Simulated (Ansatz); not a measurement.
Runs of Ansatz 0.2.0 on NiMoIrPdW. It takes space group P3m1 (No. 156, trigonal). The conventional cell has a = 2.761 Å, b = 2.761 Å, c = 11.341 Å, α = 90.00°, β = 90.00°, γ = 120.00°. Ni (site symmetry 3m) has 3 W at 2.59 Å and 3 Pd at 2.68 Å and 6 Ni at 2.76 Å as nearest neighbours. Mo (site symmetry 3m) has 3 Ir at 2.66 Å and 1 W at 2.66 Å and 6 Mo at 2.76 Å as nearest neighbours. Pd (site symmetry 3m) has 3 Ni at 2.68 Å and 6 Pd at 2.76 Å and 3 Ir at 2.84 Å as nearest neighbours. Around Ir (site symmetry 3m) lie 3 Mo at 2.66 Å and 6 Ir at 2.76 Å and 3 Pd at 2.84 Å. W (site symmetry 3m) is surrounded by 3 Ni at 2.59 Å and 1 Mo at 2.66 Å and 6 W at 2.76 Å. The cell was built by a generator and needn't be a form met in nature.

| task | level | potentials or basis | U | cell | k mesh | cutoff (eV) | basis error allowed | mesh quality | gap on the mesh (eV) | pressure (GPa) | moment (μB) | relaxed volume (Å³/atom) | largest force (eV/Å) |
| --- | --- | --- | --- | --- | --- | --- | --- | --- | --- | --- | --- | --- | --- |
| band structure | BLYP | all-electron LAPW, scalar-relativistic | - | as given | 8 × 8 × 2 | 282 | 0.002 eV/atom | coarse | - | 10.9 | 0.00 | - | (b) |
| relaxation of cell and atoms | PBEsol | all-electron PAW datasets made for the crystal | - | relaxed | 7 × 7 × 2 | - | - | coarse | - | 0.0 | 0.00 | 14.40 | - |
| single point | PBE | all-electron LAPW, scalar-relativistic | - | as given | 6 × 6 × 2 | 252 | 0.005 eV/atom | coarse | none | 0.1 | 0.66 | - | 0.08 |
| density of states | PBE | all-electron PAW datasets made for the crystal | - | as given | 8 × 8 × 2 | 440 | - | coarse | none | 0.0 | 0.00 | - | 0.30 |
| relaxation of cell and atoms | PBE+D4 | all-electron PAW datasets made for the crystal | - | relaxed | 7 × 7 × 2 | - | - | coarse | - | 0.0 | 0.00 | 14.59 | 0.01 |
| single point | PBE+U | all-electron LAPW, scalar-relativistic | Ir d U = 3 eV, Mo d U = 3 eV, Ni d U = 3 eV, Pd d U = 3 eV, W d U = 3 eV | as given | 8 × 8 × 2 | 282 | 0.002 eV/atom | coarse | none | 1.7 | 0.00 | - | (a) |
| projected density of states | PBE | all-electron LAPW, scalar-relativistic | - | as given | 11 × 11 × 3 | 282 | 0.002 eV/atom | not flagged | - | -0.2 | 0.00 | - | 0.28 |
| band structure | PBEsol | all-electron LAPW, scalar-relativistic | - | as given | 8 × 8 × 2 | 282 | 0.002 eV/atom | coarse | - | (c) | 0.00 | - | 0.22 |

Alike in all rows: spin collinear, ferromagnetic start; smearing fermi-dirac 0.05 eV.

Estimate the missing entries.

(a) 0.40; (b) 0.53; (c) -8.8.

Caveats: some runs use coarse meshes; the k mesh is thin for a metal, which can move the energy by tens of meV per atom (some runs); the starting moments weren't kept (some runs); spin-orbit coupling is left out, which moves the levels of the heavy elements (some runs); the program listed the state as in doubt (some runs); the program warned that the printed levels may be off, so bands, gaps and densities of states are rough (some runs); the magnetic state may not be the lowest (some runs); U is the effective U less J, on atomic orbitals that reach past the spheres (some runs).

A k mesh can miss the band edges, and the runs leave out spin-orbit coupling on Ir, Mo, Pd, W.

A gap of «none» marks a metal or a gap under the smearing width.

The runs don't all hold the same shells in valence.
